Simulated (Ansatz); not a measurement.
# ZrB2: the cost of one run

Computed with Ansatz 0.2.0 (DFT PBE, scalar-relativistic, plane waves, PAW, unless a step's input says otherwise).

1 further run of the same task is left out (set aside as unsound or not needed).

## 1. The starting structure

The structure is hexagonal, space group P6/mmm (No. 191). The conventional cell has a = 3.171 Å, b = 3.171 Å, c = 3.542 Å, α = 90.00°, β = 90.00°, γ = 120.00°. Zr (site symmetry 6/mmm) has 12 B at 2.55 Å as nearest neighbours. B (site symmetry -6m2) is surrounded by 3 B at 1.83 Å and 6 Zr at 2.55 Å.

Structure file:

```cif
data_structure
_symmetry_space_group_name_H-M 'P 1'
_symmetry_Int_Tables_number 1
_cell_length_a 3.1713
_cell_length_b 3.1713
_cell_length_c 3.5420
_cell_angle_alpha 90.000
_cell_angle_beta 90.000
_cell_angle_gamma 120.000
_cell_volume 30.85
loop_
_atom_site_label
_atom_site_type_symbol
_atom_site_fract_x
_atom_site_fract_y
_atom_site_fract_z
_atom_site_occupancy
Zr1 Zr 0.00000 0.00000 0.00000 1
B1 B 0.33333 0.66667 0.50000 1
B2 B 0.66667 0.33333 0.50000 1
```

This cell was relaxed beforehand with the same method: volume 10.28 Å³/atom, gap on the mesh none (metal).

## 2. Tight relaxation for the response runs, with the smearing for a metal

Response runs need a geometry at rest under their own mesh and occupations; hence this stricter relaxation.

input.yaml reads:

```yaml
crystal:
  lattice:
    - [3.1713308748, 0.0, 0.0]
    - [-1.5856654374, 2.7464531014, 0.0]
    - [0.0, 0.0, 3.5419829895]
  atoms:
    - { symbol: Zr, position: [0.0, 0.0, 0.0] }
    - { symbol: B, position: [0.3333333333, 0.6666666667, 0.5] }
    - { symbol: B, position: [0.6666666667, 0.3333333333, 0.5] }
basis:
  ecutwfc: 420
kpoints:
  mp_grid: { grid: [18, 18, 12] }
hamiltonian:
  xc: pbe
scf:
  occupations: { method: fermi_dirac, width: 0.15 }
output:
  forces: true
  stress: true
  eigenvalues: true
relax:
  adjacent_minimum: "off"
  f_tol: 0.001
  max_steps: 60
  cell: { stress_tol: 0.01 }
```

The run is started by

```console
$ ansatz run input.yaml --threads 1 --pin off --max-ram 3072MiB --backend cpu --events-out ev --progress --plain --runs-dir out
```

**Question.** How long does this run take on 1 thread of Intel Xeon at 2.50GHz (Skylake/Cascade Lake), shared host, and how much memory does it need?

About 56 s, with a peak of 0.44 GiB.
